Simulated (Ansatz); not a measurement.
# BFH5NO2: the cost of one run

Computed with Ansatz 0.2.0, Gaussian basis. Level: PBE0-D4, def2-SVP first, then def2-TZVP.

152 further runs of the same task are left out: 152 set aside as unsound or not needed.

### 1 The system as given

The guess: 10 atoms, charge 0, spin multiplicity 1.

Atoms are counted from 1 here; the program's logs count them from 0.

Bond lengths: B1–O3 1.345 Å, B1–O4 1.342 Å, B1–N6 1.556 Å, O3–H7 0.955 Å, O4–H8 0.956 Å, H5–N6 1.172 Å, N6–H9 1.012 Å, N6–H10 1.012 Å. Angles: O3–B1–O4 123.5°, O3–B1–N6 121.5°, O4–B1–N6 112.7°, B1–O3–H7 117.0°, B1–O4–H8 114.7°, B1–N6–H5 84.5°, B1–N6–H9 118.7°, B1–N6–H10 113.2°, H5–N6–H9 115.0°, H5–N6–H10 111.9°, H9–N6–H10 111.1°.

Coordinates:

```
B    -0.37680    0.30890   -0.13770
F     0.91570   -0.88790   -1.29920
O     0.05840    1.52080   -0.52750
O    -1.63280   -0.12310   -0.32660
H     0.91930   -1.01230   -0.00870
N     0.39480   -0.52990    0.92160
H     1.00380    1.65120   -0.56270
H    -2.10430    0.31740   -1.03160
H     1.01560   -0.05150    1.56250
H    -0.19360   -1.19360    1.40990
```

Distances that are to change: B1–N6 1.56 Å, F2–H5 1.30 Å, B1–F2 2.11 Å, H5–N6 1.17 Å.

### 2 Relaxing the guess with the reacting distances held

hold/in.yaml reads:

```yaml
crystal:
  periodic: [false, false, false]
  atoms:
    - {symbol: B, position_ang: [-0.376800, 0.308900, -0.137700]}
    - {symbol: F, position_ang: [0.915700, -0.887900, -1.299200]}
    - {symbol: O, position_ang: [0.058400, 1.520800, -0.527500]}
    - {symbol: O, position_ang: [-1.632800, -0.123100, -0.326600]}
    - {symbol: H, position_ang: [0.919300, -1.012300, -0.008700]}
    - {symbol: N, position_ang: [0.394800, -0.529900, 0.921600]}
    - {symbol: H, position_ang: [1.003800, 1.651200, -0.562700]}
    - {symbol: H, position_ang: [-2.104300, 0.317400, -1.031600]}
    - {symbol: H, position_ang: [1.015600, -0.051500, 1.562500]}
    - {symbol: H, position_ang: [-0.193600, -1.193600, 1.409900]}
basis:
  gaussian: {orbitals: def2-SVP}
hamiltonian: {xc: pbe0, dispersion: d4}
relax: {f_tol: 0.04, max_steps: 150, escape_saddle: false, constraints: [{distance: [0, 5]}, {distance: [1, 4]}, {distance: [0, 1]}, {distance: [4, 5]}]}
```

Started as:

```bash
ansatz run in.yaml --threads 4 --pin off --events-out ev --progress --plain --max-ram 9574MiB
```

**Question.** How long does this run take on 4 threads of Arm Neoverse V1, shared host?

About 13 s.
